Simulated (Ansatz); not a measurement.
**Li (sc type): how the settings move a single-point run**

Question: which choices in the input matter for Li (sc type)?

Computed with Ansatz 0.2.0 (reference: DFT, LDA, all-electron LAPW, scalar-relativistic, unless a step's input says otherwise).

3 further runs of the same task are left out: 3 that didn't finish. Runs told in other sessions of the task aren't counted.

## 1. The starting structure

Symmetry: Pm-3m, No. 221, cubic system. The conventional cell has a = 1.966 Å, b = 1.966 Å, c = 1.966 Å, α = 90.00°, β = 90.00°, γ = 90.00°. Li (site symmetry m-3m) is surrounded by 6 Li at 1.97 Å.

Structure file:

```xyz
1
Lattice="1.9664 0.0000 0.0000 0.0000 1.9664 0.0000 0.0000 0.0000 1.9664" Properties=species:S:1:pos:R:3 pbc="T T T"
Li    0.0000    0.0000    0.0000
```

## 2. Reference

Contents of input.yaml:

```yaml
crystal:
  lattice:
    - [1.9663749507, 0.0, 0.0]
    - [0.0, 1.9663749507, 0.0]
    - [0.0, 0.0, 1.9663749507]
  atoms:
    - { symbol: Li, position: [0.0, 0.0, 0.0] }
kpoints:
  mp_grid: { grid: [14, 14, 14] }
  band_path:
    path:
      - [0.0, 0.0, 0.0]
      - [0.0, 0.5, 0.0]
      - [0.5, 0.5, 0.0]
      - [0.0, 0.0, 0.0]
      - [0.5, 0.5, 0.5]
      - [0.0, 0.5, 0.0]
      - [0.5, 0.5, 0.5]
      - [0.5, 0.5, 0.0]
    npoints: 8
scf:
  occupations: { method: fermi_dirac, width: 0.05 }
hamiltonian:
  xc: lda
  pseudopotentials: { kind: all_electron, lapw: { basis_error: 0.001 } }
output:
  forces: true
  stress: true
  eigenvalues: true
  populations: true
  dos: { projected: true, de: 0.2, e_range: [-14, 8] }
```

Run with:

```bash
$ ansatz run input.yaml --threads 1 --pin off --max-ram 2048MiB --backend cpu --events-out ev --progress --plain --runs-dir out
```

## 3. Changed: mp_grid.grid [7, 7, 7], mp_grid.shift [0.5, 0.5, 0.5], accuracy low

Edit input.yaml of step 2 so:

```diff
@@ -8,3 +8,3 @@
 kpoints:
-  mp_grid: { grid: [14, 14, 14] }
+  mp_grid: { grid: [7, 7, 7], shift: [0.5, 0.5, 0.5] }
   band_path:
@@ -30,2 +30,2 @@
   populations: true
-  dos: { projected: true, de: 0.2, e_range: [-14, 8] }
+accuracy: low
```

What does the calculation give? Wanted: for each run, ending; energy change; pressure; gap; force.

**Answer**, as computed:

| run | ending | energy change | pressure (GPa) | gap (eV) | force (eV/Å) | cycles | time |
| --- | --- | --- | --- | --- | --- | --- | --- |
| reference | converged | 0 | 55.9 | 0.00 | 0.00 | 4 | 2.9 s |
| 1: mp_grid.grid [7, 7, 7], mp_grid.shift [0.5, 0.5, 0.5], accuracy low | converged | -3.0 meV/atom | 54.5 | 0.00 | 0.00 | 4 | 0.98 s |

Times don't compare one to one where runs were asked for different outputs or read a saved state (see the inputs); cycles may leave out searches for a lower state.

Residual by cycle in the longest SCF loop of each run; runs are numbered as in the table. The quantity is the density residual dr2, in eV.

| cycle | reference | run 1 |
| --- | --- | --- |
| 1 | 0.0201 | 0.02 |
| 2 | 0.00469 | 0.00466 |
| 3 | 3.4e-6 | 4.1e-6 |
| 4 | 2.6e-9 | 2.7e-9 |

What this shows: Changing the k-point mesh and accuracy level moves the energy by -3.0 meV/atom, and the pressure goes from 55.9 to 54.5 GPa. The structure is not at rest: the sound run finds 56 GPa, so these are no properties of the relaxed crystal. 
